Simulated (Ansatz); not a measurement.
**CH5AlO2 (SMILES C[Al](O)O) at PBE/def2-SVP**

Aim: the vertical ionisation energy of CH5AlO2 at PBE/def2-SVP, from 2 runs. 

The calculation is run with Ansatz 0.2.0.

65 further runs of the same task are left out: 65 set aside as unsound or not needed.

### 1 The system as given

CH5AlO2 has 9 atoms, charge 0, and is taken as a singlet. SMILES: `C[Al](O)O`. The shape is that of a PBE0-D4/def2-TZVP optimisation. This is one conformer, not always the lowest.

Bond lengths: C1–Al2 1.933 Å, Al2–O3 1.698 Å, Al2–O4 1.698 Å, C1–H5 1.093 Å, C1–H6 1.092 Å, C1–H7 1.094 Å, O3–H8 0.954 Å, O4–H9 0.955 Å. Some angles: C1–Al2–O3 118.6°, C1–Al2–O4 119.1°, O3–Al2–O4 122.3°, Al2–C1–H5 111.1°, Al2–C1–H6 111.7°, Al2–C1–H7 110.8°, Al2–O3–H8 125.6°, Al2–O4–H9 125.4°, H5–C1–H6 108.4°, H5–C1–H7 106.8°.

### 2 A single-point energy at PBE/def2-SVP

The input, run.yaml:

```yaml
crystal:
  periodic: [false, false, false]
  atoms:
    - symbol: C
      position_ang: [-0.025110, 1.109820, -1.034090]
    - symbol: Al
      position_ang: [-0.001290, -0.302910, 0.285630]
    - symbol: O
      position_ang: [0.957740, -1.672870, -0.006720]
    - symbol: O
      position_ang: [-0.933740, -0.131550, 1.694140]
    - symbol: H
      position_ang: [-0.226970, 0.712350, -2.032300]
    - symbol: H
      position_ang: [-0.780650, 1.863510, -0.803740]
    - symbol: H
      position_ang: [0.945840, 1.611200, -1.084700]
    - symbol: H
      position_ang: [1.048330, -2.422320, 0.577320]
    - symbol: H
      position_ang: [-0.984140, -0.767250, 2.404460]
basis:
  gaussian:
    orbitals: def2-SVP
hamiltonian:
  xc: {name: PBE}
accuracy: high
output:
  orbitals: {seedname: orbitals}
```

The run is started by

```console
$ ansatz run run.yaml --threads 1 --pin off --max-ram 3480MiB --events-out events.jsonl --progress --plain --runs-dir runs
```

Output:

```text
Warning: RAYON_NUM_THREADS=1 ignored (pool sized by the plan → 1); use --threads N
Functional definition: PBE
  name "PBE"
  parameter kappa = 0.804
  parameter beta = 0.06672455060314922
  exchange = pbe_x(kappa = kappa, mu = beta*pi^2/3)
  correlation = pbe_c(beta = beta)
1886 factors; integrals over basis functions are off by at most 1.0e-8 eV
mean field evaluation 1: about -11778.1046 eV, gradient 9.7e1 eV
mean field evaluation 2: about -11727.6707 eV, gradient 1.8e2 eV
mean field evaluation 4: about -11796.3405 eV, gradient 1.4e1 eV
mean field evaluation 8: about -11796.7858 eV, gradient 2.9e-1 eV
mean field evaluation 16: about -11796.7859 eV, gradient 2.8e-6 eV
mean field -11796.78593636 eV, -433.5238870126 hartree, gradient 3.9e-8 eV, S^2 0.000000; 0 other end points of the search recorded, 0 dependent functions left out
reference -11796.78594021 eV, -433.5238871539 hartree; 20, 20 occupied and 65, 65 virtual orbitals, 1886 factors
Total energy: -11796.78594021 eV, -433.5238871539 hartree
```

Wall time 3.3 s (1 thread of AMD EPYC 9R14 (Zen 4), shared host); peak memory 0.23 GiB.

### 3 The doublet cation at the same level

The input, input.yaml:

```yaml
crystal:
  periodic: [false, false, false]
  atoms:
    - symbol: C
      position_ang: [-0.025110, 1.109820, -1.034090]
    - symbol: Al
      position_ang: [-0.001290, -0.302910, 0.285630]
    - symbol: O
      position_ang: [0.957740, -1.672870, -0.006720]
    - symbol: O
      position_ang: [-0.933740, -0.131550, 1.694140]
    - symbol: H
      position_ang: [-0.226970, 0.712350, -2.032300]
    - symbol: H
      position_ang: [-0.780650, 1.863510, -0.803740]
    - symbol: H
      position_ang: [0.945840, 1.611200, -1.084700]
    - symbol: H
      position_ang: [1.048330, -2.422320, 0.577320]
    - symbol: H
      position_ang: [-0.984140, -0.767250, 2.404460]
basis:
  gaussian: {orbitals: def2-SVP}
total_charge: 1
magnetization: {spin_polarized: true, initial_magnetization: 1}
hamiltonian: {xc: pbe}
accuracy: high
output: {orbitals: {seedname: orbitals}}
```

The run is started by

```console
$ ansatz run input.yaml --threads 1 --pin off --max-ram 3480MiB --events-out events.jsonl --progress --plain --runs-dir runs
```

Output:

```text
Warning: RAYON_NUM_THREADS=1 ignored (pool sized by the plan → 1); use --threads N
Functional definition: PBE
  name "PBE"
  parameter kappa = 0.804
  parameter beta = 0.06672455060314922
  exchange = pbe_x(kappa = kappa, mu = beta*pi^2/3)
  correlation = pbe_c(beta = beta)
1886 factors; integrals over basis functions are off by at most 1.0e-8 eV
mean field evaluation 1: about -11758.5651 eV, gradient 8.5e1 eV
mean field evaluation 2: about -11573.0698 eV, gradient 1.8e2 eV
mean field evaluation 4: about -11779.7502 eV, gradient 3.6e1 eV
mean field evaluation 8: about -11785.7182 eV, gradient 1.0e1 eV
mean field evaluation 16: about -11786.6170 eV, gradient 8.6e-3 eV
mean field evaluation 32: about -11786.5517 eV, gradient 3.1e0 eV
mean field evaluation 64: about -11786.6005 eV, gradient 1.3e-1 eV
mean field -11786.61695303 eV, -433.1501837681 hartree, gradient 2.2e-8 eV, S^2 0.753204; 6 other end points of the search recorded, 0 dependent functions left out
reference -11786.61695686 eV, -433.1501839089 hartree; 20, 19 occupied and 65, 66 virtual orbitals, 1886 factors
Total energy: -11786.61695686 eV, -433.1501839089 hartree
```

It took 17 s on 1 thread of AMD EPYC 9R14 (Zen 4), shared host; peak memory 0.3 GiB.

### 4 Outcome

Level: PBE/def2-SVP.

```
                                          quantity          value
                     singlet CH5AlO2: total energy  -433.52389 Eh
                      singlet CH5AlO2: HOMO energy       -6.77 eV
                      singlet CH5AlO2: LUMO energy       -0.62 eV
                    singlet CH5AlO2: HOMO–LUMO gap        6.15 eV
                      doublet cation: total energy  -433.15018 Eh
doublet cation: HOMO energy (highest over α and β)      -13.48 eV
 doublet cation: LUMO energy (lowest over α and β)      -13.45 eV
                              doublet cation: ⟨S²⟩          0.753
vertical ionisation energy (to the doublet cation)      10.169 eV
```

**Reading.** Removing an electron at fixed nuclei costs 10.17 eV (981 kJ/mol). −ε(HOMO) before ionisation, 6.77 eV, is 3.40 eV below this ionisation energy.
